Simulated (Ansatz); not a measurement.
**C2HClF4 (SMILES FC(Cl)C(F)(F)F) at B3LYP/6-31G(d) (Cartesian functions)**

Aim: the vertical ionisation energy of C2HClF4 at B3LYP/6-31G* (Cartesian functions), from 2 runs. 

The calculation is run with Ansatz 0.2.0.

53 further runs of the same task are left out: 53 set aside as unsound or not needed. Runs told in other sessions of the task aren't counted.

**1. The structure to begin with**

The species is C2HClF4 (8 atoms), meant as a singlet with charge 0. As SMILES, `FC(Cl)C(F)(F)F`. The shape is that of a PBE0-D4/def2-TZVP optimisation.

Bond lengths: F1–C2 1.349 Å, C2–Cl3 1.755 Å, C2–C4 1.533 Å, C4–F5 1.330 Å, C4–F6 1.325 Å, C4–F7 1.333 Å, C2–H8 1.091 Å. Some angles: F1–C2–Cl3 110.5°, F1–C2–C4 108.4°, Cl3–C2–C4 110.8°, C2–C4–F5 110.2°, C2–C4–F6 112.1°, C2–C4–F7 108.9°, F5–C4–F6 109.0°, F5–C4–F7 108.2°, F6–C4–F7 108.4°, F1–C2–H8 109.6°.

**2. The energy at B3LYP/6-31G(d) (Cartesian functions)**

Contents of job.yaml:

```yaml
crystal:
  periodic: [false, false, false]
  atoms:
    - symbol: F
      position_ang: [-1.009760, -0.997300, 1.034070]
    - symbol: C
      position_ang: [-0.026700, -0.752310, 0.143750]
    - symbol: Cl
      position_ang: [1.532940, -1.198140, 0.813200]
    - symbol: C
      position_ang: [-0.058240, 0.737850, -0.214790]
    - symbol: F
      position_ang: [0.860470, 1.007860, -1.137810]
    - symbol: F
      position_ang: [0.152480, 1.509050, 0.841250]
    - symbol: F
      position_ang: [-1.256040, 1.034230, -0.720280]
    - symbol: H
      position_ang: [-0.195140, -1.341240, -0.759390]
basis:
  gaussian: {orbitals: "6-31G*"}
output: {orbitals: {seedname: orbitals}}
accuracy: high
hamiltonian: {xc: {name: B3LYP}}
```

On the command line:

```sh
ansatz run job.yaml --threads 1 --pin off --max-ram 3480MiB --events-out events.jsonl --progress --plain --runs-dir runs
```

Standard output:

```text
Warning: RAYON_NUM_THREADS=1 ignored (pool sized by the plan → 1); use --threads N
Functional definition: B3LYP
  name "B3LYP"
  parameter a0 = 0.2
  parameter ax = 0.72
  parameter ac = 0.81
  exchange = (1 - a0 - ax)*slater_x + ax*b88_x + a0*exact_x
  correlation = (1 - ac)*vwn_rpa_c + ac*lyp_c
2446 factors; integrals over basis functions are off by at most 3.4e-9 eV
mean field evaluation 1: about -25477.1002 eV, gradient 4.2e1 eV
mean field evaluation 2: about -25474.5480 eV, gradient 6.0e1 eV
mean field evaluation 4: about -25479.5997 eV, gradient 1.8e0 eV
mean field evaluation 8: about -25479.6859 eV, gradient 9.5e-2 eV
mean field evaluation 16: about -25479.6860 eV, gradient 1.9e-5 eV
mean field -25479.68595828 eV, -936.3611882154 hartree, gradient 2.2e-8 eV, S^2 0.000000; 0 other end points of the search recorded, 0 dependent functions left out
reference -25479.68598741 eV, -936.3611892857 hartree; 33, 33 occupied and 78, 78 virtual orbitals, 2446 factors
Total energy: -25479.68598741 eV, -936.3611892857 hartree
```

Wall time 9.3 s (1 thread of Intel Xeon Platinum 8488C (Sapphire Rapids), shared host); peak memory 0.47 GiB.

**3. The doublet cation at the same level**

Contents of run.yaml:

```yaml
crystal:
  periodic: [false, false, false]
  atoms:
    - {symbol: F, position_ang: [-1.009760, -0.997300, 1.034070]}
    - {symbol: C, position_ang: [-0.026700, -0.752310, 0.143750]}
    - {symbol: Cl, position_ang: [1.532940, -1.198140, 0.813200]}
    - {symbol: C, position_ang: [-0.058240, 0.737850, -0.214790]}
    - {symbol: F, position_ang: [0.860470, 1.007860, -1.137810]}
    - {symbol: F, position_ang: [0.152480, 1.509050, 0.841250]}
    - {symbol: F, position_ang: [-1.256040, 1.034230, -0.720280]}
    - {symbol: H, position_ang: [-0.195140, -1.341240, -0.759390]}
basis:
  gaussian:
    orbitals: "6-31G*"
total_charge: 1
magnetization:
  spin_polarized: true
  initial_magnetization: 1
hamiltonian:
  xc: {name: B3LYP}
accuracy: high
output: {orbitals: {seedname: orbitals}}
```

On the command line:

```sh
ansatz run run.yaml --threads 1 --pin off --max-ram 3480MiB --events-out events.jsonl --progress --plain --runs-dir runs
```

Standard output (excerpt; [...] marks lines left out):

```text
Warning: RAYON_NUM_THREADS=1 ignored (pool sized by the plan → 1); use --threads N
[... 7 set-up lines as earlier in the session ...]
2445 factors; integrals over basis functions are off by at most 3.4e-9 eV
mean field evaluation 1: about -25459.7668 eV, gradient 4.9e1 eV
mean field evaluation 2: about -25435.4440 eV, gradient 9.3e1 eV
mean field evaluation 4: about -25467.6894 eV, gradient 4.4e0 eV
mean field evaluation 8: about -25467.8871 eV, gradient 7.9e-1 eV
mean field evaluation 16: about -25467.8967 eV, gradient 4.5e-2 eV
mean field evaluation 32: about -25467.8970 eV, gradient 1.1e-5 eV
mean field -25467.89696428 eV, -935.9279506769 hartree, gradient 4.5e-8 eV, S^2 0.752128; 2 other end points of the search recorded, 0 dependent functions left out
reference -25467.89699282 eV, -935.9279517257 hartree; 33, 32 occupied and 78, 79 virtual orbitals, 2445 factors
Total energy: -25467.89699282 eV, -935.9279517257 hartree
```

It took 23 s on 1 thread of Intel Xeon Platinum 8488C (Sapphire Rapids), shared host; peak memory 0.67 GiB.

**4. Summary of results**

At B3LYP/6-31G* (Cartesian functions):

```
                                          quantity          value
                     singlet C2HClF4: total energy  -936.36119 Eh
                      singlet C2HClF4: HOMO energy       -8.97 eV
                      singlet C2HClF4: LUMO energy        0.21 eV
                    singlet C2HClF4: HOMO–LUMO gap        9.18 eV
                      doublet cation: total energy  -935.92795 Eh
doublet cation: HOMO energy (highest over α and β)      -16.81 eV
 doublet cation: LUMO energy (lowest over α and β)      -14.51 eV
                              doublet cation: ⟨S²⟩          0.752
vertical ionisation energy (to the doublet cation)      11.789 eV
```

In words: Removing an electron at fixed nuclei costs 11.79 eV (272 kcal/mol). The negative HOMO energy of the first species, 8.97 eV, lies 2.82 eV below that difference.
